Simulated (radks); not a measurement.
# S in [Ne] 3s1 3p5: an all-electron calculation

Wanted: eigenvalues, radial structure and energy terms of neutral sulfur.

The numbers are computed with radks (a radial shooting solver on a logarithmic mesh, Libxc functionals) version 1 (non-relativistic Kohn-Sham, LDA (Slater exchange, Perdew-Wang correlation), spin-unpolarised, spherical densities, point nucleus), except any that are marked as measured or tabulated.

### 1 Starting point

- element: sulfur (Z = 16)
- charge: 0
- electrons: 16
- configuration: [Ne] 3s1 3p5

Outer shells as boxes (Hund's rule):

S
```
[Ne] core
3s [↑ ]
3p [↑↓][↑↓][↑ ]
```

### 2 The calculation

Input:

```text
Z 16
configuration [Ne] 3s1 3p5
relativity non-relativistic
functional lda,pw
spin unpolarised
nucleus point
```

Q: Predict the outcome of this run.

The runs gave:

| quantity | value |
| --- | --- |
| total energy | -396.33906 hartree |
| exchange-correlation share of it | 6.08 % |
| −T/E | 0.9979 |
| highest occupied level | 3p, -7.653 eV |
| most extended occupied level | 3p, <r> = 2.04 bohr |
| radius at density 0.001 e/bohr³ | 4.13 bohr |
| maxima of the radial density | 3 |

What this shows: 3 principal shells are occupied and 3 maxima appear in the radial density. The ratio −T/E is 0.9979; for a non-relativistic Coulomb system it is 1 up to the kinetic part of correlation. This is not the tabulated ground configuration, so its levels and sizes aren't those of the ground state, and no measured value stands beside it.
